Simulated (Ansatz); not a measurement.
# H10HfN2O4Si: the cost of one run

The runs use Ansatz 0.2.0, Gaussian basis; PBE0-D4/def2-SVP.

23 further runs of the same task are left out: 1 that didn't finish, 22 set aside as unsound or not needed.

### Step 1. Where the work starts

The first end: 18 atoms, charge 0, spin multiplicity 1.

Atoms are counted from 1 here; the program's logs count them from 0.

Bond lengths: Si1–N2 1.788 Å, Si1–N3 1.989 Å, Si1–O5 1.764 Å, Si1–Hf6 3.320 Å, Si1–H10 1.495 Å, Si1–H11 1.496 Å, N2–H12 1.009 Å, N2–H13 1.009 Å, N3–Hf6 2.271 Å, N3–H14 1.015 Å, N3–H15 1.015 Å, H4–O5 0.963 Å, O5–Hf6 2.180 Å, Hf6–O7 1.945 Å, Hf6–O8 1.944 Å, Hf6–O9 1.945 Å, O7–H16 0.953 Å, O8–H17 0.951 Å and more. Angles: N2–Si1–N3 169.4°, N2–Si1–O5 90.7°, N2–Si1–Hf6 127.4°, N2–Si1–H10 96.4°, N2–Si1–H11 96.3°, N3–Si1–O5 78.7°, N3–Si1–Hf6 42.0°, N3–Si1–H10 88.4°, N3–Si1–H11 88.4°, O5–Si1–Hf6 36.8°, O5–Si1–H10 116.1°, O5–Si1–H11 116.1°, Hf6–Si1–H10 106.6°, Hf6–Si1–H11 106.3°, H10–Si1–H11 125.9°, Si1–N2–H12 118.2°, Si1–N2–H13 118.2°, H12–N2–H13 109.4° and more.

Geometry (Å):

```csv
atom,x (Å),y (Å),z (Å)
Si1,-1.01637,0.06746,-1.38510
N2,-0.39637,0.52404,-2.99933
N3,-1.35901,-0.39015,0.52033
H4,1.21632,0.52590,-1.37355
O5,0.59333,0.25816,-0.68944
Hf6,0.69869,-0.14646,1.44981
O7,0.06077,1.15327,2.74814
O8,2.59132,0.27109,1.30001
O9,0.70365,-1.96736,2.13399
H10,-1.41419,-1.32745,-1.74900
H11,-1.94212,1.23151,-1.22849
H12,-0.37452,-0.18194,-3.71922
H13,-0.70075,1.39935,-3.39721
H14,-2.04693,0.22619,0.94014
H15,-1.71929,-1.33282,0.62508
H16,0.38236,1.78659,3.38390
H17,3.43029,0.51444,0.92325
H18,1.29272,-2.61182,2.51670
```

The second end:

```mol
H10HfN2O4Si
  3D, bonds by distance, orders not assigned

 18 18  0  0  0  0  0  0  0  0999 V2000
   -1.0106   -0.0143   -0.9728 Si  0  0
   -0.2211    0.5753   -3.0808 N   0  0
   -1.4918   -0.4581    0.7337 N   0  0
    0.7518    0.7245   -2.8381 H   0  0
    0.5592    0.2303   -0.5772 O   0  0
    0.7894   -0.1209    1.4125 Hf  0  0
   -0.0096    1.2214    2.6258 O   0  0
    2.6872    0.2330    1.6035 O   0  0
    0.6593   -2.0115    1.9796 O   0  0
   -1.3847   -1.2611   -1.6893 H   0  0
   -1.8866    1.1642   -1.1991 H   0  0
   -0.2751   -0.1462   -3.7893 H   0  0
   -0.5974    1.4324   -3.4670 H   0  0
   -2.1197    0.1689    1.2196 H   0  0
   -1.7909   -1.4099    0.9019 H   0  0
    0.4063    1.8268    3.2364 H   0  0
    3.6138    0.4348    1.5455 H   0  0
    1.3204   -2.5896    2.3551 H   0  0
  1  3  8  0
  1  5  8  0
  1  6  8  0
  1 10  8  0
  1 11  8  0
  2  4  8  0
  2 12  8  0
  2 13  8  0
  3  6  8  0
  3 14  8  0
  3 15  8  0
  5  6  8  0
  6  7  8  0
  6  8  8  0
  6  9  8  0
  7 16  8  0
  8 17  8  0
  9 18  8  0
M  END
```

### Step 2. The band at PBE0-D4/def2-SVP

neb/in.yaml

```yaml
crystal:
  periodic: [false, false, false]
  atoms:
    - {symbol: Si, position_ang: [-1.016366, 0.067461, -1.385103]}
    - {symbol: N, position_ang: [-0.396373, 0.524040, -2.999328]}
    - {symbol: N, position_ang: [-1.359008, -0.390153, 0.520326]}
    - {symbol: H, position_ang: [1.216316, 0.525898, -1.373546]}
    - {symbol: O, position_ang: [0.593329, 0.258158, -0.689440]}
    - {symbol: Hf, position_ang: [0.698685, -0.146463, 1.449811]}
    - {symbol: O, position_ang: [0.060768, 1.153270, 2.748138]}
    - {symbol: O, position_ang: [2.591322, 0.271091, 1.300014]}
    - {symbol: O, position_ang: [0.703649, -1.967357, 2.133985]}
    - {symbol: H, position_ang: [-1.414193, -1.327453, -1.749004]}
    - {symbol: H, position_ang: [-1.942118, 1.231507, -1.228491]}
    - {symbol: H, position_ang: [-0.374517, -0.181936, -3.719219]}
    - {symbol: H, position_ang: [-0.700749, 1.399353, -3.397209]}
    - {symbol: H, position_ang: [-2.046926, 0.226193, 0.940135]}
    - {symbol: H, position_ang: [-1.719286, -1.332816, 0.625082]}
    - {symbol: H, position_ang: [0.382356, 1.786590, 3.383903]}
    - {symbol: H, position_ang: [3.430292, 0.514442, 0.923248]}
    - {symbol: H, position_ang: [1.292717, -2.611824, 2.516696]}
basis:
  gaussian: {orbitals: def2-SVP}
hamiltonian: {xc: pbe0, dispersion: d4}
neb:
  images: 5
  climbing: true
  max_iterations: 40
  initial_path: idpp
  final_atoms:
    - {symbol: Si, position_ang: [-1.010577, -0.014347, -0.972839]}
    - {symbol: N, position_ang: [-0.221091, 0.575303, -3.080845]}
    - {symbol: N, position_ang: [-1.491804, -0.458131, 0.733693]}
    - {symbol: H, position_ang: [0.751769, 0.724492, -2.838080]}
    - {symbol: O, position_ang: [0.559186, 0.230330, -0.577233]}
    - {symbol: Hf, position_ang: [0.789396, -0.120908, 1.412541]}
    - {symbol: O, position_ang: [-0.009577, 1.221429, 2.625814]}
    - {symbol: O, position_ang: [2.687246, 0.232979, 1.603528]}
    - {symbol: O, position_ang: [0.659283, -2.011522, 1.979586]}
    - {symbol: H, position_ang: [-1.384688, -1.261145, -1.689270]}
    - {symbol: H, position_ang: [-1.886645, 1.164230, -1.199117]}
    - {symbol: H, position_ang: [-0.275144, -0.146154, -3.789282]}
    - {symbol: H, position_ang: [-0.597393, 1.432378, -3.467023]}
    - {symbol: H, position_ang: [-2.119655, 0.168926, 1.219595]}
    - {symbol: H, position_ang: [-1.790873, -1.409852, 0.901939]}
    - {symbol: H, position_ang: [0.406294, 1.826754, 3.236412]}
    - {symbol: H, position_ang: [3.613781, 0.434824, 1.545492]}
    - {symbol: H, position_ang: [1.320391, -2.589585, 2.355089]}
```

Run with:

```sh
$ ansatz run in.yaml --threads 4 --pin off --events-out ev --progress --plain --max-ram 46080MiB --backend cuda --devices 0, --max-vram 37GiB
```

**Question.** How long does this run take on 1 × a share of an NVIDIA H100 with 4 threads of AMD EPYC 7R13, shared host?

About 3.8 min.
